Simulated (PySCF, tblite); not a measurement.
# C6H11FS: a rotation path, then NMR shifts on frames, part 2 of 2

tblite 0.8.0 and PySCF 2.14.0. Atoms count from 0. The steps go on from the part before.

## Step 5: Nuclear shieldings: image 4, PBE0/pcSseg-1

What the job is given:

```
{"job": {"kind": "nmr", "xc": "PBE0", "basis": "pcSseg-1", "pop": false}, "charge": 0, "multiplicity": 1}
C     -1.897300     0.679400     1.322200
C     -1.330800    -0.140900     0.162100
C     -2.039700    -1.491800     0.051400
C      0.137200    -0.357700     0.372800
C      1.054100     0.041900    -0.492000
S      2.782300    -0.213400    -0.262700
C      3.503800     0.863400    -1.581800
F      2.572300     1.559500    -2.271500
H     -1.745500     0.158500     2.264800
H     -2.963400     0.844500     1.186800
H     -1.402300     1.646200     1.379300
H     -1.479900     0.415200    -0.770300
H     -1.887500    -2.074600     0.957300
H     -1.645400    -2.055400    -0.791100
H     -3.107800    -1.349600    -0.096400
H      0.422200    -0.871300     1.280200
H      0.802100     0.551300    -1.406900
H      4.043300     0.226400    -2.287800
H      4.172300     1.577600    -1.093900
```

Method: GIAO PBE0/pcSseg-1 NMR shielding, non-relativistic, gas phase.

The log of the run:

```text
coarse grid: 16048 points
cycle   1  E = -732.5488733655  dE =  8.196e-01  |g| = 5.723e-01  |ddm| = 3.782e+00
cycle   2  E = -732.4967148936  dE =  5.216e-02  |g| = 7.797e-01  |ddm| = 1.020e+00
cycle   3  E = -732.6190692074  dE = -1.224e-01  |g| = 9.138e-02  |ddm| = 6.406e-01
cycle   4  E = -732.6207123021  dE = -1.643e-03  |g| = 4.044e-02  |ddm| = 1.123e-01
cycle   5  E = -732.6210692665  dE = -3.570e-04  |g| = 1.337e-02  |ddm| = 3.813e-02
cycle   6  E = -732.6211084378  dE = -3.917e-05  |g| = 3.596e-03  |ddm| = 1.278e-02
cycle   7  E = -732.6211112467  dE = -2.809e-06  |g| = 7.345e-04  |ddm| = 3.467e-03
final grid: 149696 points
cycle   8  E = -732.6796730352  dE = -4.430e-05  |g| = 1.047e-02  |ddm| = 3.585e-02
cycle   9  E = -732.6796565740  dE =  1.646e-05  |g| = 1.314e-02  |ddm| = 2.087e-02
cycle  10  E = -732.6797003339  dE = -4.376e-05  |g| = 1.373e-03  |ddm| = 1.298e-02
cycle  11  E = -732.6797007755  dE = -4.415e-07  |g| = 3.788e-04  |ddm| = 1.476e-03
cycle  12  E = -732.6797008085  dE = -3.299e-08  |g| = 1.098e-04  |ddm| = 4.180e-04
cycle  13  E = -732.6797008111  dE = -2.598e-09  |g| = 2.749e-05  |ddm| = 1.178e-04
cycle  14  E = -732.6797008112  dE = -1.710e-10  |g| = 5.732e-06  |ddm| = 2.957e-05
converged SCF energy = -732.6797008112

GIAO shielding tensors (ppm)
atom      isotropic    diamagn.    paramagn.     s11        s22        s33       span
  0 C      161.404     247.651     -86.247    145.650    153.256    185.307     39.657
  1 C      146.621     244.054     -97.433    139.168    140.904    159.792     20.624
  2 C      161.138     247.371     -86.233    144.336    153.750    185.329     40.994
  3 C       47.360     256.869    -209.509    -64.407     64.042    142.445    206.852
  4 C       64.910     259.720    -194.810    -32.954     80.844    146.842    179.795
  5 S      469.335    1056.611    -587.276    352.662    404.133    651.210    298.548
  6 C      101.590     238.437    -136.847     64.902     87.803    152.066     87.164
  7 F      424.614     478.574     -53.960    358.956    418.824    496.062    137.107
  8 H       30.865      30.738       0.127     27.813     29.020     35.762      7.948
  9 H       30.617      29.810       0.807     26.577     27.967     37.307     10.730
 10 H       30.542      30.656      -0.114     26.200     28.966     36.459     10.259
 11 H       29.505      33.369      -3.864     27.038     28.389     33.088      6.049
 12 H       30.862      30.434       0.428     27.787     29.036     35.762      7.975
 13 H       30.577      30.262       0.315     26.225     28.992     36.512     10.287
 14 H       30.602      29.543       1.059     26.544     27.955     37.307     10.763
 15 H       26.224      34.336      -8.112     22.815     24.655     31.203      8.388
 16 H       25.501      34.279      -8.778     21.286     23.802     31.414     10.127
 17 H       25.854      26.447      -0.593     20.424     25.987     31.150     10.726
 18 H       25.855      26.548      -0.693     20.536     25.825     31.203     10.667
```

Run time: 72 s. Hardware: 1 thread, shared host.

This run: δ C3 139.6, C4 122.0, C6 85.3, C1 40.3, H16 6.22, H17 5.86 ppm.

## Step 6: NMR shieldings: image 6, PBE0/pcSseg-1

What the job is given:

```
{"job": {"kind": "nmr", "xc": "PBE0", "basis": "pcSseg-1", "pop": false}, "charge": 0, "multiplicity": 1}
C     -1.930400     0.691000     1.256400
C     -1.323900    -0.159800     0.138600
C     -1.998300    -1.531400     0.078900
C      0.145700    -0.332900     0.375600
C      1.075700     0.040900    -0.486600
S      2.805100    -0.123200    -0.172700
C      3.468700     0.858800    -1.565700
F      2.739900     1.982300    -1.787500
H     -1.787900     0.209400     2.221300
H     -2.997100     0.824900     1.091800
H     -1.460700     1.671500     1.287200
H     -1.476000     0.354300    -0.817100
H     -1.842000    -2.068500     1.011900
H     -1.581100    -2.121900    -0.733500
H     -3.067800    -1.421600    -0.085100
H      0.430000    -0.797900     1.309300
H      0.845300     0.510300    -1.429000
H      3.462900     0.266600    -2.485500
H      4.481900     1.156500    -1.285500
```

With the program's defaults for keys left out, this is: GIAO PBE0/pcSseg-1 NMR shielding, non-relativistic, gas phase.

The log of the run:

```text
coarse grid: 16048 points
cycle   1  E = -732.5531994204  dE =  8.192e-01  |g| = 5.777e-01  |ddm| = 3.791e+00
cycle   2  E = -732.5008616134  dE =  5.234e-02  |g| = 7.907e-01  |ddm| = 1.017e+00
cycle   3  E = -732.6237899576  dE = -1.229e-01  |g| = 9.051e-02  |ddm| = 6.337e-01
cycle   4  E = -732.6253757462  dE = -1.586e-03  |g| = 4.029e-02  |ddm| = 1.089e-01
cycle   5  E = -732.6257290407  dE = -3.533e-04  |g| = 1.349e-02  |ddm| = 3.786e-02
cycle   6  E = -732.6257689568  dE = -3.992e-05  |g| = 3.549e-03  |ddm| = 1.275e-02
cycle   7  E = -732.6257717030  dE = -2.746e-06  |g| = 7.171e-04  |ddm| = 3.406e-03
final grid: 149696 points
cycle   8  E = -732.6844776256  dE = -4.444e-05  |g| = 1.059e-02  |ddm| = 3.328e-02
cycle   9  E = -732.6844612589  dE =  1.637e-05  |g| = 1.329e-02  |ddm| = 2.098e-02
cycle  10  E = -732.6845053453  dE = -4.409e-05  |g| = 1.280e-03  |ddm| = 1.290e-02
cycle  11  E = -732.6845057162  dE = -3.709e-07  |g| = 3.887e-04  |ddm| = 1.369e-03
cycle  12  E = -732.6845057512  dE = -3.497e-08  |g| = 1.110e-04  |ddm| = 4.172e-04
cycle  13  E = -732.6845057539  dE = -2.673e-09  |g| = 2.697e-05  |ddm| = 1.176e-04
cycle  14  E = -732.6845057540  dE = -1.653e-10  |g| = 5.672e-06  |ddm| = 2.927e-05
converged SCF energy = -732.6845057540

GIAO shielding tensors (ppm)
atom      isotropic    diamagn.    paramagn.     s11        s22        s33       span
  0 C      161.540     247.598     -86.059    146.190    153.061    185.368     39.178
  1 C      147.039     243.955     -96.916    140.484    140.721    159.912     19.428
  2 C      160.975     247.422     -86.447    143.965    153.715    185.245     41.280
  3 C       45.029     256.753    -211.724    -67.386     61.964    140.509    207.895
  4 C       61.813     259.478    -197.665    -34.940     80.281    140.097    175.037
  5 S      432.351    1056.391    -624.040    274.384    410.330    612.338    337.954
  6 C       98.513     240.525    -142.011     55.562     90.007    149.972     94.409
  7 F      405.027     479.513     -74.487    340.119    403.216    471.745    131.627
  8 H       30.853      30.698       0.155     27.812     28.987     35.760      7.948
  9 H       30.594      29.787       0.807     26.569     27.945     37.270     10.701
 10 H       30.502      30.601      -0.098     26.119     28.935     36.452     10.333
 11 H       29.459      33.345      -3.887     26.953     28.375     33.048      6.095
 12 H       30.837      30.418       0.419     27.769     29.025     35.718      7.949
 13 H       30.570      30.250       0.321     26.248     28.942     36.521     10.274
 14 H       30.579      29.549       1.030     26.524     27.942     37.273     10.750
 15 H       26.192      34.221      -8.029     22.687     24.665     31.224      8.536
 16 H       25.576      35.036      -9.460     21.991     23.846     30.890      8.899
 17 H       25.744      27.605      -1.860     19.745     26.612     30.875     11.130
 18 H       26.098      26.138      -0.040     21.433     25.415     31.448     10.015
```

Wall time 73 s (1 thread, shared host).

Key values: δ C3 141.9, C4 125.1, C6 88.4, C1 39.9, H16 6.14, H17 5.97 ppm.

## Step 7: NMR shieldings: image 8, PBE0/pcSseg-1

What the job is given:

```
{"job": {"kind": "nmr", "xc": "PBE0", "basis": "pcSseg-1", "pop": false}, "charge": 0, "multiplicity": 1}
C     -1.964200     0.693500     1.192500
C     -1.325100    -0.192700     0.121400
C     -1.972300    -1.578700     0.119200
C      0.145400    -0.317400     0.381500
C      1.079800     0.095400    -0.458500
S      2.811500    -0.054700    -0.140400
C      3.455200     0.873200    -1.561700
F      3.189600     2.205800    -1.466400
H     -1.843300     0.244400     2.175700
H     -3.027000     0.815000     0.996300
H     -1.498600     1.676300     1.201700
H     -1.476000     0.272000    -0.858900
H     -1.824200    -2.066300     1.080100
H     -1.533600    -2.203400    -0.655300
H     -3.041000    -1.496200    -0.064600
H      0.426100    -0.775500     1.319200
H      0.850400     0.566500    -1.401800
H      2.997900     0.508800    -2.485900
H      4.539600     0.743300    -1.571400
```

Level: GIAO PBE0/pcSseg-1 NMR shielding, non-relativistic, gas phase.

The log of the run:

```text
coarse grid: 16048 points
cycle   1  E = -732.5554251443  dE =  8.175e-01  |g| = 5.850e-01  |ddm| = 3.794e+00
cycle   2  E = -732.5016286781  dE =  5.380e-02  |g| = 8.059e-01  |ddm| = 1.011e+00
cycle   3  E = -732.6270881552  dE = -1.255e-01  |g| = 9.042e-02  |ddm| = 6.269e-01
cycle   4  E = -732.6286636754  dE = -1.576e-03  |g| = 4.054e-02  |ddm| = 1.078e-01
cycle   5  E = -732.6290220238  dE = -3.583e-04  |g| = 1.368e-02  |ddm| = 3.815e-02
cycle   6  E = -732.6290632508  dE = -4.123e-05  |g| = 3.453e-03  |ddm| = 1.272e-02
cycle   7  E = -732.6290658510  dE = -2.600e-06  |g| = 7.101e-04  |ddm| = 3.332e-03
final grid: 149696 points
cycle   8  E = -732.6877010028  dE = -4.509e-05  |g| = 1.090e-02  |ddm| = 3.416e-02
cycle   9  E = -732.6876837744  dE =  1.723e-05  |g| = 1.375e-02  |ddm| = 2.135e-02
cycle  10  E = -732.6877301205  dE = -4.635e-05  |g| = 1.280e-03  |ddm| = 1.305e-02
cycle  11  E = -732.6877304829  dE = -3.625e-07  |g| = 3.951e-04  |ddm| = 1.324e-03
cycle  12  E = -732.6877305189  dE = -3.595e-08  |g| = 1.184e-04  |ddm| = 4.356e-04
cycle  13  E = -732.6877305219  dE = -3.017e-09  |g| = 2.891e-05  |ddm| = 1.217e-04
cycle  14  E = -732.6877305221  dE = -1.858e-10  |g| = 6.513e-06  |ddm| = 3.232e-05
converged SCF energy = -732.6877305221

GIAO shielding tensors (ppm)
atom      isotropic    diamagn.    paramagn.     s11        s22        s33       span
  0 C      161.265     247.628     -86.364    144.942    153.545    185.307     40.365
  1 C      147.124     244.020     -96.896    140.268    141.067    160.037     19.770
  2 C      161.360     247.340     -85.980    145.581    153.051    185.448     39.867
  3 C       43.839     256.785    -212.945    -68.556     60.381    139.694    208.250
  4 C       55.813     258.965    -203.152    -36.388     82.094    121.733    158.120
  5 S      408.217    1056.248    -648.031    235.320    429.241    560.090    324.770
  6 C       93.285     242.535    -149.250     48.142     91.661    140.051     91.909
  7 F      383.281     476.290     -93.009    324.467    369.664    455.713    131.247
  8 H       30.829      30.670       0.159     27.834     28.943     35.710      7.876
  9 H       30.549      29.776       0.773     26.548     27.874     37.223     10.675
 10 H       30.494      30.586      -0.092     26.071     28.988     36.424     10.352
 11 H       29.468      33.385      -3.917     26.944     28.435     33.023      6.079
 12 H       30.837      30.417       0.420     27.759     29.005     35.747      7.988
 13 H       30.553      30.196       0.357     26.228     28.851     36.580     10.352
 14 H       30.558      29.495       1.063     26.504     27.948     37.223     10.718
 15 H       26.115      34.168      -8.053     22.522     24.653     31.171      8.649
 16 H       25.713      35.698      -9.985     22.786     23.807     30.546      7.760
 17 H       25.886      28.860      -2.974     20.230     27.239     30.189      9.960
 18 H       26.043      26.360      -0.317     20.630     26.336     31.163     10.533
```

It took 75 s on 1 thread, shared host.

This run: δ C3 143.1, C4 131.1, C6 93.6, C1 39.8, H16 6.00, H17 5.83 ppm.

## Step 8: Side by side: NMR shifts

Shifts (ppm) of some atoms, chosen among heavy atoms and hydrogens apart, with basis size and wall time:

```csv
frame,C3,C4,C6,H18,H17,S5,F7,functions,time
image 0,143.9,129.2,92.9,5.80,5.66,92,-218.8,198,1.8 min
image 2,142.1,123.2,87.6,5.94,5.63,61,-243.3,198,74 s
image 4,139.6,122.0,85.3,5.86,5.86,34,-253.7,198,72 s
image 6,141.9,125.1,88.4,5.62,5.97,71,-234.1,198,73 s
image 8,143.1,131.1,93.6,5.67,5.83,96,-212.3,198,75 s
```

## Step 9: Results

What follows sums up all 2 parts.

| quantity | value |
| --- | --- |
| barrier | 0.119 eV (2.7 kcal/mol) at image 4 |
| end to end (GFN2-xTB) | 0.000 eV |
| 13C shifts against TMS (PBE0/pcSseg-1, image 0) | 143.9, 129.2, 92.9, 39.7, 25.6, 25.5 ppm |
| 1H shifts against TMS (PBE0/pcSseg-1, image 0) | 6.18, 5.80, 5.66, 5.60, 2.25, 1.20, 1.18, 1.17, 1.17, 0.89, 0.88 ppm |
| 33S shifts against CS2 (PBE0/pcSseg-1, image 0) | 92 ppm |
| 19F shifts against CFCl3 (PBE0/pcSseg-1, image 0) | -218.8 ppm |
| surface potential, 1st and 99th percentile | -1.02 V and 1.13 V |
| range of the shift of S5 | 34 to 96 ppm |

**Reading.** Along the band the dihedral turns by 137°, and the top (dihedral 3°) lies 2.7 kcal/mol above the start (GFN2-xTB, rough), so at room temperature this motion is fast. The top was not checked by a frequency run. Shifts at one fixed geometry are not the observed spectrum, which averages over the motion. In the first frame run (image 0): The widest tensor belongs to S5: span 333 ppm, with a paramagnetic part of -645 ppm. Across the 5 runs the shift of S5 moves most, between 34 (image 4) and 96 ppm (image 8).
